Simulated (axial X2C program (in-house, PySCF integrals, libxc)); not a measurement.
**RbS: bond curves with and without spin–orbit coupling**

What are the state, bond length, wavenumber and bond energy of RbS, and what does spin–orbit coupling change?

The runs use an in-house X2C program for linear molecules on PySCF integrals; all-electron X2C, Rb dyall-cv3z, S dyall-av3z.

All values are calculated.

### 1 Input

File task.json:

```json
{"zs": [37, 16], "q": 0, "bas": ["dyall-cv3z", "dyall-av3z"], "levels": ["PBE0", "HF", "r2SCAN0"], "cc": true, "r0": 2.96, "thr": -2.0, "nmax": 90, "npts": 10, "nst": 2, "ntry": 6}
```

Keys: zs atomic numbers; q charge; bas basis sets; levels methods (HF also brings MP2); cc coupled cluster on or off; r0 starting distance in Å; thr threshold in hartree for freezing inner shells (an s shell follows its p shell); nmax most natural virtual spinors; npts points asked for on the curve; nst determinants followed; ntry starts of the search.

On the command line:

```sh
$ python so2c.py task.json out
```

Spin-free means the one-electron spin-free X2C Hamiltonian; two-component (2c) means X2C with spin–orbit coupling and atomic mean-field two-electron Coulomb and Gaunt terms. Basis: Rb dyall-cv3z contracted to [12s13p8d4f1g], S dyall-av3z contracted to [9s8p3d2f]; Gaussian nuclei, density fitting. Masses: Rb 84.912 u, S 31.972 u.

Notation: σ, π±, δ± give the projection m of an orbital's angular momentum (0, ±1, ±2), α and β its spin, Λ and M_S the sums; ω is the projection of a spinor's total angular momentum and Ω the sum. Logs are in hartree.

The results follow Hamiltonian by Hamiltonian and level by level.

### 2 State search with PBE0

Determinants are compared with PBE0 at 2.960 Å.

Spin-free determinants:

| ΔE (eV) | state | open shells |
| --- | --- | --- |
| 0.00 | M_S = 1/2, Λ = 1 | beyond closed shells: π+α, π+β, π-α |
| 0.17 | M_S = 1/2, Λ = 0 | beyond closed shells: σα |
| 2.88 | M_S = 3/2, Λ = 0 | beyond closed shells: σα, π+α, π-α |
| 2.92 | M_S = 1/2, Λ = 0 | beyond closed shells: σβ, π+α, π-α |
| 3.10 | M_S = 3/2, Λ = 1 | beyond closed shells: 2 × σα, π+α, π+β, π-α |
| 3.49 | M_S = 1/2, Λ = 1 | beyond closed shells: 2 × σα, π+α, π+β, π-β |

Two-component determinants:

```
ΔE (eV)    state                                  open shells
   0.00  Ω = 3/2                excess of +ω over −ω: ω = 3/2
   0.04  Ω = 1/2                excess of +ω over −ω: ω = 1/2
   2.94  Ω = 1/2  excess of +ω over −ω: 2 × ω = -1/2, ω = 3/2
   3.10  Ω = 5/2   excess of +ω over −ω: 2 × ω = 1/2, ω = 3/2
   4.13  Ω = 1/2                excess of +ω over −ω: ω = 1/2
   4.14  Ω = 5/2  excess of +ω over −ω: ω = -1/2, 2 × ω = 3/2
   4.40  Ω = 7/2   excess of +ω over −ω: ω = 1/2, 2 × ω = 3/2
```

### 3 PBE0, spin-free

State followed: M_S = 1/2, Λ = 1 (beyond closed shells: π+α, π+β, π-α). The scan is laid around 2.943 Å, a first estimate of the minimum, and this SCF restarts from the orbitals of the search.

The SCF at the reference distance of 2.943 Å:

```text
spin-free X2C-1e  PBE0
basis functions 190  fitting functions 991  grid points 5085
iter        total energy     max residual
   1      -3379.846704732     2.11e-01
   2      -3379.897884685     1.23e-03
   3      -3379.897917249     8.59e-04
   4      -3379.897947144     1.04e-04
   5      -3379.897947470     3.40e-05
   6      -3379.897947526     1.51e-05
   7      -3379.897947535     1.18e-06
   8      -3379.897947535     4.73e-07
converged
one-electron -4898.42443621  Coulomb 1539.11101380  exact exchange -31.22965306  xc functional -95.80166407  nuclear repulsion 106.44679200
```

Along the bond, energies from the lowest point:

```tsv
R (Å)	E (eV)	μ (D)	HOMO (eV)	LUMO (eV)	iterations
2.560	0.4157	-8.46	-4.95	-2.61	11
2.678	0.1694	-9.06	-4.83	-2.45	10
2.766	0.0656	-9.49	-4.72	-2.34	10
2.855	0.0131	-9.92	-4.62	-2.24	9
2.943	0.0000	-10.34	-4.52	-2.15	8
3.046	0.0214	-10.83	-4.42	-2.05	9
3.149	0.0714	-11.31	-4.32	-1.95	9
3.281	0.1639	-11.91	-4.21	-1.84	9
3.443	0.3031	-12.64	-4.08	-1.72	9
3.679	0.5277	-13.67	-3.92	-1.83	11
```

Dipoles are positive if S is the positive end.

Outer orbitals at the reference distance:

```
symmetry  occupied  ε (eV)            atomic character
      σα       yes  -34.84                    97% Rb s
      σβ       yes  -34.84                    97% Rb s
      σα       yes  -17.86           87% Rb p, 10% S s
     π+β       yes  -17.81                   100% Rb p
     π-α       yes  -17.81                   100% Rb p
     π+α       yes  -17.81                   100% Rb p
     π-β       yes  -17.81                   100% Rb p
      σβ       yes  -17.78            93% Rb p, 4% S s
      σα       yes  -16.08  80% S s, 14% Rb p, 4% Rb d
      σβ       yes  -14.88   86% S s, 7% Rb p, 4% Rb d
     π+α       yes   -5.58            95% S p, 4% Rb d
     π-α       yes   -5.58            95% S p, 4% Rb d
      σα       yes   -5.17   88% S p, 4% Rb d, 4% Rb s
      σβ       yes   -4.83   87% S p, 5% Rb s, 4% Rb d
     π+β       yes   -4.52            93% S p, 5% Rb d
     π-β        no   -2.15   90% S p, 6% Rb d, 3% Rb p
      σβ        no   -1.33  72% Rb s, 20% Rb p, 4% S p
      σα        no   -1.31  73% Rb s, 19% Rb p, 4% S p
     π+β        no   -0.10           90% Rb p, 8% Rb d
```

PBE0 fields in the half plane through the axis: z from -2.4 to 5.1 Å across, distance from the axis 0.15 to 2.25 Å upwards; Rb lies at z = 0 and S at z = 2.943 Å; the ELF is damped to zero where the density is low.

log10 density (e/bohr³). Ten even steps from ' ' (-4.89 ) to '@' (1.50 ):
```
      ..........::::::::::::::::------::::::::......
    ....::::::::::::::::::------------------::::::..
  ....::::--------------------============----::::::
....::::--==============--========++++======----::::
..::::--====++++++++++========++++++++++++====----::
..::----==++**********++====++++********++++====--::
::::--==++****######**++++++++************++++==----
::::--==++**##%%@@%%##**++++++****%%@@##**++++==----
```

ELF. Ten even steps from '0' (0.00 ) to '9' (0.92 ):
```
00000000000000111111100000
00000000000001233333221000
00000112210001455555543200
00001356652001577777765320
00013678887202688888887531
00136898888502799889998752
00147982228712897012999863
00258947374822892882799864
```

Re = 2.934 Å, ωe = 213.2 cm⁻¹, ωexe = 0.769 cm⁻¹, Be = 0.08431 cm⁻¹, De = 2.60 eV, μ = -10.30 D.

### 4 HF, spin-free

Output at 2.943 Å:

```text
spin-free X2C-1e  HF
basis functions 190  fitting functions 991  grid points 5085
iter        total energy     max residual
   1      -3377.785242656     1.47e-01
   2      -3377.804065760     3.88e-03
   3      -3377.804487354     1.06e-03
   4      -3377.804540952     5.91e-04
   5      -3377.804554312     2.96e-04
   6      -3377.804560828     1.22e-04
   7      -3377.804561612     2.98e-05
   8      -3377.804561681     8.01e-06
   9      -3377.804561690     3.98e-06
  10      -3377.804561693     2.06e-06
  11      -3377.804561693     8.55e-07
converged
one-electron -4898.13812781  Coulomb 1538.88619024  exact exchange -124.99941613  xc functional 0.00000000  nuclear repulsion 106.44679200
```

Re = 3.029 Å, ωe = 203.2 cm⁻¹, ωexe = 0.699 cm⁻¹, Be = 0.07913 cm⁻¹, De = 1.50 eV, μ = -11.59 D.

### 5 r2SCAN0, spin-free

Output at 2.943 Å:

```text
spin-free X2C-1e  r2SCAN0
basis functions 190  fitting functions 991  grid points 5085
iter        total energy     max residual
   1      -3380.272447358     3.12e-02
   2      -3380.274339502     1.26e-03
   3      -3380.274360562     7.49e-04
   4      -3380.274368152     1.60e-04
   5      -3380.274368865     3.63e-05
   6      -3380.274368952     3.08e-05
   7      -3380.274368977     5.60e-06
   8      -3380.274368981     1.47e-06
   9      -3380.274368981     4.55e-07
converged
one-electron -4898.55934419  Coulomb 1539.27389630  exact exchange -31.23845276  xc functional -96.19726034  nuclear repulsion 106.44679200
```

Re = 2.946 Å, ωe = 213.6 cm⁻¹, ωexe = 0.778 cm⁻¹, Be = 0.08363 cm⁻¹, De = 2.52 eV, μ = -10.66 D.

### 6 MP2 and beyond, spin-free

Correlated methods: 15 electrons correlated (frozen shells, counted by type: Rb 3 s, 2 p, 1 d; S 2 s, 1 p), 261 virtual spinors in MP2, 90 natural virtuals in coupled cluster.

Output of the correlated part at 2.943 Å:

```text
correlated 15  virtual 261  natural virtual 90  E(MP2) -0.354804418  MP2 remainder -0.018328636
iter   CCSD correlation   residual
   1     -0.364065336   9.73e-02
   2     -0.371856662   2.99e-02
   3     -0.372146268   7.86e-03
   4     -0.372145142   3.30e-03
   5     -0.372152862   1.16e-03
   6     -0.372153560   3.74e-04
   7     -0.372154229   1.14e-04
   8     -0.372154489   3.31e-05
   9     -0.372154274   1.08e-05
  10     -0.372154241   4.17e-06
  11     -0.372154218   1.35e-06
  12     -0.372154217   3.99e-07
(T) -0.012655243  T1 0.0081  D1 0.0175  max T2 0.056
```

T1 in the output is the amplitude norm over the root of the electron number; divide by √2 for the Lee–Taylor value.

MP2: Re = 2.953 Å, ωe = 213.6 cm⁻¹, Be = 0.08322 cm⁻¹, De = 2.55 eV.

CCSD: Re = 2.971 Å, ωe = 211.1 cm⁻¹, ωexe = 0.734 cm⁻¹, Be = 0.08223 cm⁻¹, De = 2.50 eV. T1 at Re = 0.006 (Lee–Taylor, the printed value over √2).

CCSD(T): Re = 2.967 Å, ωe = 211.3 cm⁻¹, ωexe = 0.738 cm⁻¹, Be = 0.08246 cm⁻¹, De = 2.54 eV. T1 at Re = 0.006 (Lee–Taylor, the printed value over √2).

### 7 A higher determinant, spin-free

State: M_S = 1/2, Λ = 0 (beyond closed shells: σα).

Output at the reference distance:

```text
spin-free X2C-1e  PBE0
basis functions 190  fitting functions 991  grid points 5085
iter        total energy     max residual
   1      -3379.841844529     2.11e-01
   2      -3379.891933892     1.22e-03
   3      -3379.891962814     8.57e-04
   4      -3379.891989336     1.04e-04
   5      -3379.891989605     2.38e-05
   6      -3379.891989624     1.15e-05
   7      -3379.891989625     1.04e-06
converged
one-electron -4897.76388929  Coulomb 1538.45880251  exact exchange -31.23105974  xc functional -95.80263510  nuclear repulsion 106.44679200
```

```tsv
R (Å)	E above the lowest PBE0 point (eV)
2.560	0.227
2.678	0.132
2.766	0.113
2.855	0.125
2.943	0.162
3.046	0.227
3.149	0.307
3.281	0.425
3.443	0.580
```

Re = 2.771 Å, ωe = 217.5 cm⁻¹, ωexe = 0.784 cm⁻¹, Be = 0.09451 cm⁻¹, μ = -10.00 D. Te = 0.11 eV.

### 8 The spin-free curves together

Energy (eV) of the followed determinant, spin-free, from each level's lowest point:

```tsv
R (Å)	PBE0	HF	MP2	CCSD	CCSD(T)	r2SCAN0
2.560	0.416	0.654	0.470	n/a	n/a	0.449
2.678	0.169	0.319	0.200	0.225	0.218	0.189
2.766	0.066	0.161	0.083	0.098	0.094	0.076
2.855	0.013	0.064	0.021	0.028	0.026	0.018
2.943	0.000	0.014	0.000	0.000	0.000	0.000
3.046	0.021	0.000	0.015	0.008	0.010	0.017
3.149	0.071	0.022	0.061	0.049	0.051	0.065
3.281	0.164	0.087	0.150	0.133	0.136	0.156
3.443	0.303	0.202	0.288	n/a	n/a	0.294
3.679	0.528	0.405	0.514	n/a	n/a	0.521
```

### 9 PBE0, 2c

State followed: Ω = 3/2 (excess of +ω over −ω: ω = 3/2). The scan is laid around 2.943 Å, a first estimate of the minimum, and this SCF restarts from the orbitals of the search.

The SCF at the reference distance of 2.943 Å:

```text
two-component X2C + atomic mean field  PBE0
basis functions 190  fitting functions 991  grid points 5085
iter        total energy     max residual
   1      -3378.705384061     2.12e-01
   2      -3378.756751646     1.23e-03
   3      -3378.756784229     8.61e-04
   4      -3378.756813786     1.05e-04
   5      -3378.756814103     3.38e-05
   6      -3378.756814158     1.52e-05
   7      -3378.756814167     1.26e-06
   8      -3378.756814167     4.78e-07
converged
one-electron -4895.43150190  Coulomb 1538.48090114  exact exchange -31.21736127  xc functional -95.76427513  nuclear repulsion 106.44679200  atomic mean-field constant -1.27136901
```

Along the bond, energies from the lowest point:

```tsv
R (Å)	E (eV)	μ (D)	HOMO (eV)	LUMO (eV)	iterations
2.560	0.4144	-8.45	-4.94	-2.59	11
2.678	0.1687	-9.05	-4.85	-2.43	10
2.766	0.0652	-9.49	-4.74	-2.32	10
2.855	0.0130	-9.91	-4.64	-2.22	9
2.943	0.0000	-10.34	-4.54	-2.13	8
3.046	0.0215	-10.82	-4.44	-2.03	9
3.149	0.0717	-11.30	-4.34	-1.93	9
3.281	0.1643	-11.90	-4.23	-1.82	9
3.443	0.3035	-12.63	-4.10	-1.70	9
3.679	0.5282	-13.66	-3.94	-1.83	11
```

Dipoles are positive if S is the positive end.

Outer spinors at the reference distance:

```json
{"ω": "1/2", "occupied": "yes", "ε (eV)": "-34.84", "atomic character": "97% Rb s", "λ mixture": "100% σ"}
{"ω": "-1/2", "occupied": "yes", "ε (eV)": "-34.84", "atomic character": "97% Rb s", "λ mixture": "100% σ"}
{"ω": "1/2", "occupied": "yes", "ε (eV)": "-18.39", "atomic character": "97% Rb p", "λ mixture": "66% π, 34% σ"}
{"ω": "-1/2", "occupied": "yes", "ε (eV)": "-18.37", "atomic character": "98% Rb p", "λ mixture": "69% π, 31% σ"}
{"ω": "1/2", "occupied": "yes", "ε (eV)": "-17.58", "atomic character": "88% Rb p, 10% S s", "λ mixture": "66% σ, 34% π"}
{"ω": "3/2", "occupied": "yes", "ε (eV)": "-17.52", "atomic character": "100% Rb p", "λ mixture": "100% π"}
{"ω": "-3/2", "occupied": "yes", "ε (eV)": "-17.51", "atomic character": "100% Rb p", "λ mixture": "100% π"}
{"ω": "-1/2", "occupied": "yes", "ε (eV)": "-17.51", "atomic character": "94% Rb p, 3% S s", "λ mixture": "69% σ, 31% π"}
{"ω": "1/2", "occupied": "yes", "ε (eV)": "-16.06", "atomic character": "78% S s, 15% Rb p, 4% Rb d", "λ mixture": "99% σ, 1% π"}
{"ω": "-1/2", "occupied": "yes", "ε (eV)": "-14.88", "atomic character": "86% S s, 8% Rb p, 4% Rb d", "λ mixture": "100% σ"}
{"ω": "-1/2", "occupied": "yes", "ε (eV)": "-5.61", "atomic character": "95% S p, 4% Rb d", "λ mixture": "100% π"}
{"ω": "3/2", "occupied": "yes", "ε (eV)": "-5.56", "atomic character": "95% S p, 4% Rb d", "λ mixture": "100% π"}
{"ω": "1/2", "occupied": "yes", "ε (eV)": "-5.17", "atomic character": "88% S p, 4% Rb d, 4% Rb s", "λ mixture": "100% σ"}
{"ω": "-1/2", "occupied": "yes", "ε (eV)": "-4.83", "atomic character": "87% S p, 5% Rb s, 5% Rb d", "λ mixture": "100% σ"}
{"ω": "1/2", "occupied": "yes", "ε (eV)": "-4.54", "atomic character": "93% S p, 5% Rb d", "λ mixture": "100% π"}
{"ω": "-3/2", "occupied": "no", "ε (eV)": "-2.13", "atomic character": "90% S p, 7% Rb d, 3% Rb p", "λ mixture": "100% π"}
{"ω": "-1/2", "occupied": "no", "ε (eV)": "-1.33", "atomic character": "72% Rb s, 20% Rb p, 4% S p", "λ mixture": "100% σ"}
{"ω": "1/2", "occupied": "no", "ε (eV)": "-1.31", "atomic character": "73% Rb s, 19% Rb p, 4% S p", "λ mixture": "100% σ"}
{"ω": "1/2", "occupied": "no", "ε (eV)": "-0.10", "atomic character": "90% Rb p, 9% Rb d", "λ mixture": "100% π"}
```

PBE0 fields in the half plane through the axis: z from -2.4 to 5.1 Å across, distance from the axis 0.15 to 2.25 Å upwards; Rb lies at z = 0 and S at z = 2.943 Å; the ELF is damped to zero where the density is low.

log10 density (e/bohr³). Ten even steps from '0' (-4.89 ) to '9' (1.50 ):
```
00011111222222223332222111
00112222222223333333332221
01122333333333344444433222
11223444444434444554443322
12234455555444455555544332
12334566666544556666554432
22345667776555566666655433
22345678987655566897655433
```

ELF. Ten even steps from ' ' (0.00 ) to '@' (0.92 ):
```
                            ..............          
                          ..::----------::::..      
          ....::::..      ..==++++++++++++==--::    
        ..--++****++::    ..++############**++--::  
      ..--**##%%%%%%##::  ::**%%%%%%%%%%%%%%##++--..
    ..--**%%@@%%%%%%%%++  ::##@@@@%%%%@@@@@@%%##++::
    ..==##@@%%::::::%%##..::%%@@##  ..::@@@@@@%%**--
    ::++%%@@==##--##==%%::::%%@@::%%%%::##@@@@%%**==
```

Re = 2.934 Å, ωe = 213.2 cm⁻¹, ωexe = 0.769 cm⁻¹, Be = 0.08433 cm⁻¹, De = 2.62 eV, μ = -10.29 D.

### 10 HF, 2c

The SCF at the reference distance of 2.943 Å:

```text
two-component X2C + atomic mean field  HF
basis functions 190  fitting functions 991  grid points 5085
iter        total energy     max residual
   1      -3376.644622842     1.48e-01
   2      -3376.663443088     3.92e-03
   3      -3376.663865085     1.06e-03
   4      -3376.663918527     5.90e-04
   5      -3376.663931770     2.92e-04
   6      -3376.663938175     1.20e-04
   7      -3376.663938939     2.96e-05
   8      -3376.663939006     7.99e-06
   9      -3376.663939015     3.84e-06
  10      -3376.663939018     2.01e-06
  11      -3376.663939018     8.44e-07
converged
one-electron -4895.14544815  Coulomb 1538.25638095  exact exchange -124.95029481  xc functional 0.00000000  nuclear repulsion 106.44679200  atomic mean-field constant -1.27136901
```

Re = 3.028 Å, ωe = 203.2 cm⁻¹, ωexe = 0.699 cm⁻¹, Be = 0.07914 cm⁻¹, De = 1.52 eV, μ = -11.58 D.

### 11 r2SCAN0, 2c

The SCF at the reference distance of 2.943 Å:

```text
two-component X2C + atomic mean field  r2SCAN0
basis functions 190  fitting functions 991  grid points 5085
iter        total energy     max residual
   1      -3379.130486526     3.11e-02
   2      -3379.132384968     1.25e-03
   3      -3379.132406037     7.49e-04
   4      -3379.132413645     1.61e-04
   5      -3379.132414357     3.62e-05
   6      -3379.132414441     3.07e-05
   7      -3379.132414467     5.64e-06
   8      -3379.132414470     1.46e-06
   9      -3379.132414471     4.52e-07
converged
one-electron -4895.56628542  Coulomb 1538.64366655  exact exchange -31.22616105  xc functional -96.15905755  nuclear repulsion 106.44679200  atomic mean-field constant -1.27136901
```

Re = 2.946 Å, ωe = 213.6 cm⁻¹, ωexe = 0.777 cm⁻¹, Be = 0.08365 cm⁻¹, De = 2.54 eV, μ = -10.65 D.

### 12 Correlated methods, 2c

Correlated methods: 15 electrons correlated (frozen shells, counted by type: Rb 3 s, 2 p, 1 d; S 2 s, 1 p), 261 virtual spinors in MP2, 90 natural virtuals in coupled cluster.

Output of the correlated part at 2.943 Å:

```text
correlated 15  virtual 261  natural virtual 90  E(MP2) -0.354812842  MP2 remainder -0.018316960
iter   CCSD correlation   residual
   1     -0.364077018   9.73e-02
   2     -0.371867358   2.98e-02
   3     -0.372156885   7.84e-03
   4     -0.372155256   3.28e-03
   5     -0.372162795   1.15e-03
   6     -0.372163472   3.72e-04
   7     -0.372164138   1.13e-04
   8     -0.372164404   3.27e-05
   9     -0.372164192   1.06e-05
  10     -0.372164158   4.13e-06
  11     -0.372164135   1.34e-06
  12     -0.372164134   3.96e-07
(T) -0.012657478  T1 0.0081  D1 0.0175  max T2 0.056
```

MP2: Re = 2.953 Å, ωe = 213.6 cm⁻¹, Be = 0.08324 cm⁻¹, De = 2.55 eV.

CCSD: Re = 2.971 Å, ωe = 211.1 cm⁻¹, ωexe = 0.733 cm⁻¹, Be = 0.08225 cm⁻¹, De = 2.50 eV. T1 at Re = 0.006 (Lee–Taylor, the printed value over √2).

CCSD(T): Re = 2.967 Å, ωe = 211.3 cm⁻¹, ωexe = 0.737 cm⁻¹, Be = 0.08247 cm⁻¹, De = 2.53 eV. T1 at Re = 0.006 (Lee–Taylor, the printed value over √2).

### 13 A higher determinant, 2c

State: Ω = 1/2 (excess of +ω over −ω: ω = 1/2).

Output at the reference distance:

```text
two-component X2C + atomic mean field  PBE0
basis functions 190  fitting functions 991  grid points 5085
iter        total energy     max residual
   1      -3378.703847878     2.12e-01
   2      -3378.755216119     1.23e-03
   3      -3378.755248527     8.54e-04
   4      -3378.755278127     1.04e-04
   5      -3378.755278458     3.41e-05
   6      -3378.755278514     1.52e-05
   7      -3378.755278524     2.36e-06
   8      -3378.755278525     2.02e-06
converged
one-electron -4895.41856294  Coulomb 1538.46905711  exact exchange -31.21728275  xc functional -95.76391294  nuclear repulsion 106.44679200  atomic mean-field constant -1.27136901
```

```tsv
R (Å)	E above the lowest PBE0 point (eV)
2.560	n/a
2.678	0.211
2.766	0.107
2.855	0.055
2.943	0.042
3.046	0.063
3.149	0.113
3.281	0.206
3.443	0.345
```

Re = 2.934 Å, ωe = 213.1 cm⁻¹, ωexe = 0.77 cm⁻¹, Be = 0.0843 cm⁻¹, μ = -10.30 D. Te = 0.04 eV.

### 14 The 2c curves together

Energy (eV) of the followed determinant, 2c, from each level's lowest point:

```tsv
R (Å)	PBE0	HF	MP2	CCSD	CCSD(T)	r2SCAN0
2.560	0.414	0.653	0.469	n/a	n/a	0.448
2.678	0.169	0.318	0.200	0.224	0.218	0.188
2.766	0.065	0.160	0.083	0.098	0.094	0.076
2.855	0.013	0.064	0.021	0.028	0.026	0.018
2.943	0.000	0.014	0.000	0.000	0.000	0.000
3.046	0.022	0.000	0.015	0.008	0.010	0.018
3.149	0.072	0.022	0.061	0.049	0.051	0.065
3.281	0.164	0.087	0.150	0.133	0.136	0.156
3.443	0.304	0.202	0.288	n/a	n/a	0.295
3.679	0.528	0.405	0.515	n/a	n/a	0.521
```

Time for the job: 2.5 min (1 thread of Arm Neoverse V2, shared host).

### 15 Constants

Lowest determinant that the search found at its distance, spin-free: M_S = 1/2, Λ = 1 (beyond closed shells: π+α, π+β, π-α).

Lowest determinant that the search found at its distance, 2c: Ω = 3/2 (excess of +ω over −ω: ω = 3/2).

| Hamiltonian | level | Re (Å) | ωe (cm⁻¹) | De (eV) | μ (D) |
| --- | --- | --- | --- | --- | --- |
| spin-free | PBE0 | 2.934 | 213.2 | 2.60 | -10.30 |
| spin-free | HF | 3.029 | 203.2 | 1.50 | -11.59 |
| spin-free | MP2 | 2.953 | 213.6 | 2.55 | n/a |
| spin-free | CCSD | 2.971 | 211.1 | 2.50 | n/a |
| spin-free | CCSD(T) | 2.967 | 211.3 | 2.54 | n/a |
| spin-free | r2SCAN0 | 2.946 | 213.6 | 2.52 | -10.66 |
| 2c | PBE0 | 2.934 | 213.2 | 2.62 | -10.29 |
| 2c | HF | 3.028 | 203.2 | 1.52 | -11.58 |
| 2c | MP2 | 2.953 | 213.6 | 2.55 | n/a |
| 2c | CCSD | 2.971 | 211.1 | 2.50 | n/a |
| 2c | CCSD(T) | 2.967 | 211.3 | 2.53 | n/a |
| 2c | r2SCAN0 | 2.946 | 213.6 | 2.54 | -10.65 |

Dipoles are positive if S is the positive end.

Time per point (s) on 1 thread of Arm Neoverse V2, shared host (2c runs; CCSD comes with the CCSD(T) run); the times are rough: PBE0 0.55, HF 0.42, MP2 0.75, CCSD(T) 6.1, r2SCAN0 0.78.

What this shows: At CCSD(T), going from spin-free to two-component changes Re by 0 mÅ, ωe by 0.0 %; the spin-free picture holds up (part of it comes from the scalar share of the two-electron terms). De moves by 0.00 eV; both De rest on single-determinant atoms, which can miss part of an open shell's spin–orbit lowering.

De refers to Rb + S, each in the lowest determinant found, which need not be this curve's own limit. The state is a single determinant with fixed occupations, the lowest that a limited PBE0 search found. De is counted from the lowest determinant-based energies of the atoms at the same level, without counterpoise correction. Density functionals use the spin component along the axis (collinear). CCSD and (T) use frozen natural virtuals with an MP2 correction for the truncation. The meta-GGAs lack a current-density term, which matters for open shells with orbital currents, atoms included.
